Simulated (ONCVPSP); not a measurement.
# Bismuth: generating and testing an ONCV potential

Task: generate the file, and judge it by its errors in other configurations, its logarithmic derivatives, its ghosts and its cutoff.

Method: ONCVPSP 4.0.1, PBEsol, scalar-relativistic.

**1. Settings**

The settings as typed:

| Property | Result |
| --- | --- |
| element | bismuth (Bi, Z = 83) |
| type | optimised norm-conserving Vanderbilt (ONCV) |
| frozen core | [Kr] 4d10 4f14 |
| valence charge | 23 |
| reference configuration | 5s2 5p6 5d10 6s2 6p3 |
| partial waves | 5s+6s: rc 1.25 bohr, ncon 5, nbas 9, qcut 8.2 1/bohr, 2 projectors; 5p+6p: rc 1.80 bohr, ncon 4, nbas 7, qcut 9 1/bohr, 2 projectors; 5d: rc 1.35 bohr, ncon 5, nbas 9, qcut 6.9 1/bohr, 2 projectors, debl 0.8 Ha |
| local potential | polynomial inside 1.25 bohr (lpopt 3, dvloc0 0 Ha) |
| core correction | Teter function, fcfact 3, rcfact 1.45 |

**2. The generation run**

Input file Bi.dat:

```
# ATOM AND REFERENCE CONFIGURATION
# atsym  z   nc   nv     iexc    psfile
  Bi 83.00   10    5  -116133      upf
#
#   n    l    f
    1    0    2.00
    2    0    2.00
    2    1    6.00
    3    0    2.00
    3    1    6.00
    3    2   10.00
    4    0    2.00
    4    1    6.00
    4    2   10.00
    4    3   14.00
    5    0    2.00
    5    1    6.00
    5    2   10.00
    6    0    2.00
    6    1    3.00
#
# PSEUDOPOTENTIAL AND OPTIMIZATION
# lmax
    2
#
#   l,   rc,      ep,       ncon, nbas, qcut
    0    1.25    0.00    5    9    8.20
    1    1.80    0.00    4    7    9.00
    2    1.35    0.00    5    9    6.90
#
# LOCAL POTENTIAL
# lloc, lpopt,  rc(5),   dvloc0
    4    3    1.25    0.00
#
# VANDERBILT-KLEINMAN-BYLANDER PROJECTORs
# l, nproj, debl
    0    2    1.60
    1    2    1.40
    2    2    0.80
#
# MODEL CORE CHARGE
# icmod, fcfact, rcfact
    3    3.00    1.45
#
# LOG DERIVATIVE ANALYSIS
# epsh1, epsh2, depsh
   -7.00    5.00    0.04
#
# OUTPUT GRID
# rlmax, drl
    6.00    0.01
#
# TEST CONFIGURATIONS
# ncnf
    4
# nvcnf
#   n    l    f
    5
    5    0    2.00
    5    1    6.00
    5    2   10.00
    6    0    2.00
    6    1    2.00
#
    5
    5    0    2.00
    5    1    6.00
    5    2   10.00
    6    0    2.00
    6    1    1.00
#
    5
    5    0    2.00
    5    1    6.00
    5    2   10.00
    6    0    2.00
    6    1    0.00
#
    5
    5    0    2.00
    5    1    5.00
    5    2   10.00
    6    0    2.00
    6    1    3.00
#
```

The run is started by

```
$ oncvpsp.x < Bi.dat > Bi.out
```

**Question.** What will these runs give? Wanted: cutoffs for 1 and 0.1 mHa per electron, occupied waves; bound ghosts; GHOST(+) flags; largest test error; largest phase difference near zero energy, channels read; rms error of d²Exc/dn², without and with the model core; projector energies reset by the program.

The runs gave:

| quantity | value |
| --- | --- |
| cutoffs for 1 and 0.1 mHa per electron, occupied waves | 59 Ha and 140 Ha |
| bound ghosts | none found |
| GHOST(+) flags | s at 412 eV |
| largest test error (AE − PS) | -294 meV, for 5s2 5p5 5d10 6s2 6p3 |
| largest phase difference near zero energy, channels read | 0.000 rad |
| rms error of d²Exc/dn², without and with the model core | 4.61 and 0.39 mHa |
| projector energies reset by the program | d: -0.994, 0.250 Ha |

**Reading.** By total energies transferability is fair for so large an energy: the largest error is 294 meV on 103.2 eV, for 5s2 5p5 5d10 6s2 6p3. That test lies far up in energy; among those under 40 eV, nearer to bonding, the largest error is 12 meV. The potential is hard: the looser tolerance needs 59 Ha. At the looser tolerance the 5s wave is the slowest; 6s needs 35 Ha. The program's ghost test flags no bound state. Near zero energy the phases of the channels with partial waves agree within 0.001 rad. The program also flags highly localised states, GHOST(+) (s). Note that the frozen 4f shell (-153 eV) lies higher than the valence 5s shell (-158 eV).
